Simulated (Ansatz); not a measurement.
Write a Python script for Ansatz 0.2.0 through its Python package that makes a check of forces and pressure against finite differences of NaHg2 (distorted cell). Use (first run): LDA, PAW, cutoff 540 eV, 5×5×6 k-points, Fermi-Dirac smearing of 0.1 eV.

```xyz
3
Lattice="5.1170 -0.0201 0.0004 -2.5759 4.3872 0.0583 0.0003 0.0434 3.2514" Properties=species:S:1:pos:R:3 pbc="T T T"
Na   -2.5459    4.3685    0.2861
Hg    0.0415    2.8812    1.5113
Hg    2.4214    1.3331    1.5932
```

`fdcheck_nahg2.py`:
```python
'''Do the forces of NaHg2 match the slope of the free energy with displaced atoms.'''

import ansatz as az
import numpy as np

VECTORS = np.array([
    [5.11696, -0.02009, 0.00042],
    [-2.57587, 4.38721, 0.05828],
    [0.00027, 0.04338, 3.25137],
])
SITES = [
    ('Na', (0.00337, 0.99505, 0.07015)),
    ('Hg', (0.33719, 0.65378, 0.45307)),
    ('Hg', (0.62519, 0.30194, 0.48453)),
]


def build(cell):
    crystal = az.Crystal(lattice=az.Lattice.of(cell))
    for symbol, position in SITES:
        crystal = crystal.atom(symbol, position)
    return crystal

def solve(crystal):
    return (
        crystal.calculation()
        .functional(az.Functional.LDA)
        .occupations('fermi_dirac', width=0.1)
        .basis(540, xc_grid=2)
        .kpoints(5, 5, 6)
        .scf(tolerance=1e-09)
        .forces()
        .stress()
        .run(threads=1)
    ).report


centre = solve(build(VECTORS))
start = build(VECTORS)
# move one atom both ways along a Cartesian axis
print(f'force on atom 1 along z: analytic {centre["forces_ev_ang"][1][2]:.4f} eV/A')
for h in (0.005, 0.02):
    shift = np.eye(3)[2] * h @ np.linalg.inv(VECTORS)
    plus, minus = (solve(start.move(1, to=np.array(SITES[1][1]) + sign * shift))['lagrangian_ev'] for sign in (1, -1))
    print(f'  step {h} A: numerical {-(plus - minus) / (2 * h):.4f} eV/A')
# P = -dF/dV; the difference feels the change of the plane-wave count with the cell
volume = abs(np.linalg.det(VECTORS))
larger, smaller = (solve(build(VECTORS * (1 + sign * 0.005) ** (1 / 3)))['lagrangian_ev'] for sign in (1, -1))
numerical = -(larger - smaller) / (0.01 * volume) * 160.21766
print(f'pressure: analytic {np.trace(centre["stress_gpa"]) / 3:.3f}, numerical {numerical:.3f} GPa')
```

Running `python fdcheck_nahg2.py` prints:
```text
DeckWarning: output.stress: scf.convergence.dr2_threshold = 1e-9 eV is looser than the 3e-10 eV advised for a printed stress (1e-10 eV for each atom of the cell: 3). What an SCF threshold leaves in a [...]
force on atom 1 along z: analytic 0.1343 eV/A
  step 0.005 A: numerical 0.1343 eV/A
  step 0.02 A: numerical 0.1342 eV/A
pressure: analytic -2.589, numerical -2.589 GPa
```
(Warnings from the package without file and line, shortened.)

Reading the output:
- The mesh is modest for a metal, so energies can be off by several to tens of meV an atom and pressures by half a GPa or more; differences at equal mesh fare better.
- Pressure is positive in compression.
- Spin-orbit coupling, which matters for elements this heavy, is left out.
- The cell is a database structure, distorted on purpose.
- The central difference errs as the square of the step, so the shorter step is the fairer test; what remains comes from the finite grid and the SCF threshold.
- Hardware and time: 3 min on 1 thread of Arm Neoverse V1, on a shared host, peak memory 0.49 GiB.
